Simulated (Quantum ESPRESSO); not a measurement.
CsPbBr3:

```
Pb Cs Br
1.0
     5.87000    0.00000    0.00000
     0.00000    5.87000    0.00000
     0.00000    0.00000    5.87000
Pb Cs Br
1 1 3
Direct
  0.50000 0.50000 0.50000
  0.00000 0.00000 0.00000
  0.50000 0.50000 0.00000
  0.50000 0.00000 0.50000
  0.00000 0.50000 0.50000
```

Measurements of this composition are mostly on another form, of space group No. 62.

Base run:

```yaml
Program: Quantum ESPRESSO 7.5
Functional: PBE
Potentials_or_basis: SSSP 1.3 efficiency PBE
Cutoff: 748 eV
Density_cutoff: 5987 eV
k_mesh: 5 × 5 × 5
Occupations: fermi-dirac, width 0.05 eV
Spin: no spin polarisation
```

Its results: pressure 1.4 GPa.

Task: The run is repeated on the same cell with these changes: functional from PBE to LDA; potentials or basis from SSSP 1.3 efficiency PBE to GBRV 1.5 LDA; cutoff from 748 eV to 612 eV; density cutoff from 5987 eV to 4898 eV. What comes out?

Result: Pressure -1.3 GPa.
